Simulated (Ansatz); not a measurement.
**C₂H₈AlFSi: up Jacob's ladder to CCSD(T)**

The task here is to estimate one member of a computed series from the others.

Computed with Ansatz 0.2.0, Gaussian basis. Level: functionals in def2-TZVPP, the program's frozen cores in correlated methods.

Levels to be run: LDA (SPW92), PBE-D4, revPBE-D4, BLYP-D4, r2SCAN-D4, B97M-V, PBE0-D4, B3LYP-D4, r2SCANh-D4, r2SCAN0-D4, HSE06-D4, BHLYP-D4, CAM-B3LYP-D4, LC-ωPBE, ωB97X-V, ωB97M-V, B2PLYP, PBE-QIDH; CCSD(T)/def2-SVP; CCSD(T)/def2-TZVPP; MP2/def2-QZVPP; extrapolation to the limit; RPA on PBE.

**The geometry**

An earlier PBE0-D4 in a triple-zeta def2 set relaxation fixed the geometry.

SMILES `C[CH]([AlH2])[SiH2]F`, 13 atoms, charge 0, spin multiplicity 1.

Atoms are counted from 1 here; the program's logs count them from 0.

Bond lengths: C1–C2 1.532 Å, C1–H6 1.093 Å, C1–H7 1.093 Å, C1–H8 1.094 Å, C2–Al3 2.028 Å, C2–Si4 1.823 Å, C2–H9 1.095 Å, Al3–H10 1.587 Å, Al3–H11 1.587 Å, Si4–F5 1.699 Å, Si4–H12 1.481 Å, Si4–H13 1.482 Å. Angles: C2–C1–H6 111.6°, C2–C1–H7 111.3°, C2–C1–H8 112.8°, H6–C1–H7 106.6°, H6–C1–H8 107.3°, H7–C1–H8 107.0°, C1–C2–Al3 115.7°, C1–C2–Si4 118.1°, C1–C2–H9 111.8°, Al3–C2–Si4 90.1°, Al3–C2–H9 108.9°, Si4–C2–H9 110.4°, C2–Al3–H10 118.4°, C2–Al3–H11 116.2°, H10–Al3–H11 122.4°, C2–Si4–F5 97.1°, C2–Si4–H12 119.5°, C2–Si4–H13 118.0° and more.

The first run:

File in.yaml:

```yaml
crystal:
  periodic: [false, false, false]
  atoms:
    - {symbol: C, position_ang: [-1.626604, 0.460783, -0.149922]}
    - {symbol: C, position_ang: [-0.339401, -0.326362, -0.415726]}
    - {symbol: Al, position_ang: [0.581076, -1.086161, 1.223503]}
    - {symbol: Si, position_ang: [1.168227, 0.610118, -0.832722]}
    - {symbol: F, position_ang: [2.098076, 0.114761, 0.499712]}
    - {symbol: H, position_ang: [-1.462200, 1.272085, 0.564263]}
    - {symbol: H, position_ang: [-2.402136, -0.179325, 0.278753]}
    - {symbol: H, position_ang: [-2.045228, 0.906035, -1.057194]}
    - {symbol: H, position_ang: [-0.499013, -1.133288, -1.138129]}
    - {symbol: H, position_ang: [1.220517, -2.535343, 1.125764]}
    - {symbol: H, position_ang: [0.206914, -0.413505, 2.611865]}
    - {symbol: H, position_ang: [1.992883, 0.189321, -1.988978]}
    - {symbol: H, position_ang: [1.126988, 2.086081, -0.706387]}
basis:
  gaussian: {orbitals: def2-TZVPP}
hamiltonian: {xc: lda}
output: {orbitals: {seedname: orbitals}}
```

Steps of the session up to this table: LDA; PBE-D4 (GGA); revPBE-D4 (GGA); BLYP-D4 (GGA); r2SCAN-D4 (meta-GGA); B97M-V (meta-GGA); PBE0-D4 (hybrid); B3LYP-D4 (hybrid); r2SCANh-D4 (hybrid); r2SCAN0-D4 (hybrid); HSE06-D4 (hybrid); BHLYP-D4 (hybrid); CAM-B3LYP-D4 (range-separated); LC-ωPBE (range-separated); ωB97X-V (range-separated); ωB97M-V (range-separated); B2PLYP (double hybrid); PBE-QIDH (double hybrid).

One of the session's tables, all rows but one given; the rest of the session is left out.

It belongs to the step «Frontier levels by functional». 

| functional | HOMO (eV) | gap (eV) |
| --- | --- | --- |
| LDA (SPW92) | -6.21 | 4.19 |
| PBE-D4 | -6.11 | 4.36 |
| revPBE-D4 | -6.06 | 4.44 |
| BLYP-D4 | -5.97 | 4.36 |
| r2SCAN-D4 | -6.33 | 4.94 |
| B97M-V | -6.49 | 4.88 |
| PBE0-D4 | -7.26 | 6.34 |
| B3LYP-D4 | -7.05 | 5.93 |
| r2SCANh-D4 | -6.76 | 5.64 |
| r2SCAN0-D4 | -7.41 | 6.70 |
| HSE06-D4 | -6.86 | 5.57 |
| BHLYP-D4 | -8.32 | 8.24 |
| CAM-B3LYP-D4 | -8.56 | 8.60 |
| LC-ωPBE | ? | ? |
| ωB97X-V | -9.55 | 10.59 |
| ωB97M-V | -9.41 | 10.13 |

**Question.** Estimate the row for LC-ωPBE.

**Answer.** HOMO (eV): -9.90; gap (eV): 11.08. In the column «HOMO (eV)» it is the lowest.
